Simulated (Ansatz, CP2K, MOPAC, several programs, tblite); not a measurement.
Energy against volume for an ordered 4-atom cell of Li2ClF on the rocksalt lattice (R-3m), at fixed shape and fractional coordinates, computed by several methods (PBE and r2SCAN, where shown, with plane waves in Ansatz); the cell shown is that of r2SCAN. With free coordinates or axes held, a curve is too stiff, and on another method's shape its minimum isn't the method's own volume. It is trigonal, R-3m (No. 166); conventional cell a = 3.288 Å, c = 15.791 Å, 12.32 Å³ an atom. Around F lie 6 Li at 2.20 Å; around Cl lie 6 Li at 2.44 Å; around Li lie 3 F at 2.20 Å and 3 Cl at 2.44 Å. Computed, not measured; no magnetism was allowed, and whether the structure is a known phase isn't checked. Energies count from each curve's lowest point; fits are third-order Birch-Murnaghan.

```yaml
crystal:
  lattice:
    - [1.64380, 0.94905, 5.26376]
    - [-1.64380, 0.94905, 5.26376]
    - [0.00000, -1.89810, 5.26376]
  atoms:
    - { symbol: F, position: [0.00000, 0.00000, 0.00000] }
    - { symbol: Cl, position: [0.50000, 0.50000, 0.50000] }
    - { symbol: Li, position: [0.26336, 0.26336, 0.26336] }
    - { symbol: Li, position: [0.73664, 0.73664, 0.73664] }
```

light PBE (260 eV, its own mesh), on the shape of the cell shown:
```csv
V (Å³/atom),E (meV/atom)
11.332,33.30
11.825,25.65
12.318,6.75
12.810,0.00
13.303,6.09
13.796,12.88
```
The points scatter about a smooth fit, as a low cutoff and a light mesh can make them, so no fit is quoted.

Q: PBE/DZVP (CP2K), on the shape of the cell shown, gives
```csv
V (Å³/atom),E (meV/atom)
10.839,53.68
11.579,17.85
12.318,1.59
13.057,0.00
13.796,8.81
```
What equilibrium volume and bulk modulus follow?

A: V₀ = 12.78 Å³ an atom and B₀ = 44 GPa.

GFN1-xTB (tblite), on the shape of the cell shown, as a cluster of 108 atoms at the zone centre:
```
V (Å³/atom)  E (meV/atom)
     10.839         27.31
     11.579          5.20
     12.318          0.00
     13.057          6.85
     13.796         22.43
```
V₀ = 12.23 Å³ an atom and B₀ = 45 GPa.

Q: r2SCAN, on the shape of its own relaxed cell, gives
```
V (Å³/atom)  E (meV/atom)
     11.579          7.41
     11.948          1.76
     12.318          0.00
     12.687          1.56
     13.057          5.96
```
What equilibrium volume and bulk modulus follow?

A: V₀ = 12.32 Å³ an atom and B₀ = 48 GPa.

PM7 (MOPAC), on the shape of the cell shown, as a cluster of 108 atoms at the zone centre:
```tsv
V (Å³/atom)	E (meV/atom)
10.839	0.00
11.579	30.62
12.318	71.45
13.057	121.90
13.796	167.14
```
The lowest point is an end point, so the minimum isn't bracketed.
